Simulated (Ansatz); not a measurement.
# GeCl2 (SMILES Cl[Ge]Cl): B3LYP/6-31G(d) (Cartesian functions)

Aim: the electronic atomisation energy of GeCl2 at B3LYP/6-31G* (Cartesian functions), from 3 runs. 

Program for the calculation: Ansatz 0.2.0.

36 further runs of the same task are left out: 36 set aside as unsound or not needed.

### Step 1. Starting point

GeCl2: 3 atoms, total charge 0, spin state singlet. SMILES: `Cl[Ge]Cl`. The shape is that of a PBE0-D4/def2-TZVP optimisation.

Bond lengths: Cl1–Ge2 2.182 Å, Ge2–Cl3 2.182 Å. Angles: Cl1–Ge2–Cl3 100.0°.

### Step 2. A single-point energy at B3LYP/6-31G(d) (Cartesian functions)

Contents of job.yaml:

```yaml
crystal:
  periodic: [false, false, false]
  atoms:
    - symbol: Cl
      position_ang: [-0.065420, -1.681680, 0.422740]
    - symbol: Ge
      position_ang: [-0.421210, 0.067170, -0.832020]
    - symbol: Cl
      position_ang: [0.486630, 1.614500, 0.409270]
basis:
  gaussian:
    orbitals: "6-31G*"
accuracy: high
hamiltonian:
  xc: {name: B3LYP}
output: {orbitals: {seedname: orbitals}}
```

On the command line:

```console
$ ansatz run job.yaml --threads 1 --pin off --max-ram 3480MiB --events-out events.jsonl --progress --plain --runs-dir runs
```

Output:

```text
Warning: RAYON_NUM_THREADS=1 ignored (pool sized by the plan → 1); use --threads N
Functional definition: B3LYP
  name "B3LYP"
  parameter a0 = 0.2
  parameter ax = 0.72
  parameter ac = 0.81
  exchange = (1 - a0 - ax)*slater_x + ax*b88_x + a0*exact_x
  correlation = (1 - ac)*vwn_rpa_c + ac*lyp_c
1315 factors; integrals over basis functions are off by at most 4.4e-9 eV
mean field evaluation 1: about -81558.1712 eV, gradient 2.2e1 eV
mean field evaluation 2: about -81555.9520 eV, gradient 3.7e1 eV
mean field evaluation 4: about -81559.3708 eV, gradient 6.6e-1 eV
mean field evaluation 8: about -81559.3985 eV, gradient 1.4e-2 eV
mean field evaluation 16: about -81559.3985 eV, gradient 2.0e-6 eV
mean field -81559.39848494 eV, -2997.2526113758 hartree, gradient 1.9e-8 eV, S^2 0.000000; 0 other end points of the search recorded, 0 dependent functions left out
reference -81559.39851693 eV, -2997.2526125513 hartree; 33, 33 occupied and 40, 40 virtual orbitals, 1315 factors
Total energy: -81559.39851693 eV, -2997.2526125513 hartree
```

It took 4.8 s on 1 thread of Arm Neoverse V2, shared host; peak memory 0.21 GiB.

### Step 3. The Cl atom, same level

Contents of run.yaml:

```yaml
crystal:
  periodic: [false, false, false]
  atoms:
    - {symbol: Cl, position_ang: [0.000000, 0.000000, 0.000000]}
basis:
  gaussian: {orbitals: "6-31G*"}
magnetization: {spin_polarized: true, initial_magnetization: 1}
hamiltonian: {xc: {name: B3LYP}}
accuracy: high
```

Run the same way, it converges to -460.13624 Eh (log not shown).

### Step 4. The Ge atom, same level

Contents of job.yaml:

```yaml
crystal:
  periodic: [false, false, false]
  atoms:
    - {symbol: Ge, position_ang: [0.000000, 0.000000, 0.000000]}
basis:
  gaussian:
    orbitals: "6-31G*"
magnetization:
  spin_polarized: true
  initial_magnetization: 2
hamiltonian:
  xc: {name: B3LYP}
accuracy: high
```

On the command line:

```console
$ ansatz run job.yaml --threads 1 --pin off --max-ram 3480MiB --events-out events.jsonl --progress --plain --runs-dir runs
```

Output, cut to the lines that bear on the results:

```text
Warning: RAYON_NUM_THREADS=1 ignored (pool sized by the plan → 1); use --threads N
[... 7 set-up lines as earlier in the session ...]
309 factors; integrals over basis functions are off by at most 3.9e-9 eV
mean field evaluation 1: about -56509.5787 eV, gradient 5.3e0 eV
mean field evaluation 2: about -56509.6321 eV, gradient 4.1e0 eV
mean field evaluation 4: about -56509.6516 eV, gradient 1.1e-1 eV
mean field evaluation 8: about -56509.6534 eV, gradient 3.0e-4 eV
mean field evaluation 16: about -56509.5757 eV, gradient 2.8e0 eV
mean field evaluation 32: about -56509.6534 eV, gradient 2.6e-6 eV
mean field -56509.65335771 eV, -2076.6914572769 hartree, gradient 1.1e-8 eV, S^2 2.001830; 1 other end points of the search recorded, 0 dependent functions left out
reference -56509.65337935 eV, -2076.6914580722 hartree; 17, 15 occupied and 18, 20 virtual orbitals, 309 factors
Total energy: -56509.65337935 eV, -2076.6914580722 hartree
```

Wall time 2.2 s (1 thread of Arm Neoverse V2, shared host); peak memory 0.099 GiB.

### Step 5. Results

Level: B3LYP/6-31G* (Cartesian functions).

| quantity | value |
| --- | --- |
| molecule: total energy | -2997.25261 Eh |
| molecule: HOMO energy | -7.95 eV |
| molecule: LUMO energy | -3.32 eV |
| molecule: HOMO–LUMO gap | 4.63 eV |
| Cl atom: total energy | -460.13624 Eh |
| Cl atom: ⟨S²⟩ | 0.752 |
| Ge atom: total energy | -2076.69146 Eh |
| Ge atom: ⟨S²⟩ | 2.002 |
| electronic atomisation energy | 7.855 eV |

In words: Taking the molecule apart into free atoms costs 7.86 eV (181 kcal/mol), before zero-point energy and without spin-orbit coupling.
